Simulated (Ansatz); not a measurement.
# SnI2Cl2: up Jacob's ladder to CCSD(T)

One table from this session's results is given with a row withheld; the runs are named, their logs left out.

Method: functionals in def2-TZVPP, the program's frozen cores in correlated methods; program: Ansatz 0.2.0, Gaussian basis.

Plan: LDA (SPW92), PBE-D4, revPBE-D4, BLYP-D4, r2SCAN-D4, B97M-V, PBE0-D4, B3LYP-D4, r2SCANh-D4, r2SCAN0-D4, HSE06-D4, BHLYP-D4, CAM-B3LYP-D4, LC-ωPBE, ωB97X-V, ωB97M-V, B2PLYP, PBE-QIDH; CCSD(T)/def2-SVP; CCSD(T)/def2-TZVPP; MP2/def2-QZVPP; extrapolation to the limit; RPA on PBE.

### Structure used throughout

The geometry comes from an earlier relaxation with PBE0-D4 in a triple-zeta def2 set; it is a stationary point. Sn, I take the def2 core potential; no spin-orbit term is included.

SMILES `[Cl][Sn]([Cl])([I])[I]`, 5 atoms, charge 0, spin multiplicity 1.

Atoms are counted from 1 here; the program's logs count them from 0.

Bond lengths: Cl1–Sn2 2.305 Å, Sn2–Cl3 2.305 Å, Sn2–I4 2.646 Å, Sn2–I5 2.646 Å. Angles: Cl1–Sn2–Cl3 106.6°, Cl1–Sn2–I4 109.4°, Cl1–Sn2–I5 109.4°, Cl3–Sn2–I4 109.4°, Cl3–Sn2–I5 109.4°, I4–Sn2–I5 112.5°.

The first run:

Contents of in.yaml:

```yaml
crystal:
  periodic: [false, false, false]
  atoms:
    - {symbol: Cl, position_ang: [-0.446926, -0.467767, 2.228072]}
    - {symbol: Sn, position_ang: [0.028242, -0.037726, 0.014177]}
    - {symbol: Cl, position_ang: [1.863877, -1.321495, -0.528448]}
    - {symbol: I, position_ang: [-2.027162, -0.768652, -1.482507]}
    - {symbol: I, position_ang: [0.631869, 2.522038, -0.272595]}
basis:
  gaussian: {orbitals: def2-TZVPP}
hamiltonian: {xc: lda}
output: {orbitals: {seedname: orbitals}}
```

Run with:

```
> ansatz run in.yaml --threads 4 --pin off --events-out ev --progress --plain --max-ram 11315MiB
```

Among the steps run: LDA; PBE-D4 (GGA); revPBE-D4 (GGA); BLYP-D4 (GGA); r2SCAN-D4 (meta-GGA); B97M-V (meta-GGA); B3LYP-D4 (hybrid); r2SCANh-D4 (hybrid); r2SCAN0-D4 (hybrid); HSE06-D4 (hybrid); BHLYP-D4 (hybrid); CAM-B3LYP-D4 (range-separated); LC-ωPBE (range-separated); ωB97X-V (range-separated); ωB97M-V (range-separated); B2PLYP (double hybrid); PBE-QIDH (double hybrid).

One of the session's tables, all rows but one given; the rest of the session is left out.

It belongs to the step «Orbital energies across the functionals». 

```
  functional  HOMO (eV)  LUMO (eV)  gap (eV)
 LDA (SPW92)      -7.25      -4.51      2.73
      PBE-D4          ?          ?         ?
   revPBE-D4      -7.03      -4.13      2.90
     BLYP-D4      -6.88      -4.13      2.75
   r2SCAN-D4      -7.41      -4.13      3.28
      B97M-V      -7.39      -3.92      3.47
     PBE0-D4      -8.24      -3.48      4.76
    B3LYP-D4      -7.97      -3.72      4.26
  r2SCANh-D4      -7.83      -3.86      3.97
  r2SCAN0-D4      -8.46      -3.44      5.02
    HSE06-D4      -7.85      -3.84      4.01
    BHLYP-D4      -9.20      -2.62      6.59
CAM-B3LYP-D4      -9.47      -2.56      6.91
     LC-ωPBE     -10.83      -1.46      9.38
     ωB97X-V     -10.49      -1.53      8.95
     ωB97M-V     -10.34      -1.61      8.73
```

**Question.** Estimate the row for PBE-D4.

As computed: HOMO (eV): -7.08; LUMO (eV): -4.22; gap (eV): 2.86. In the column «HOMO (eV)» it lies between LDA (SPW92) (-7.25) and revPBE-D4 (-7.03).
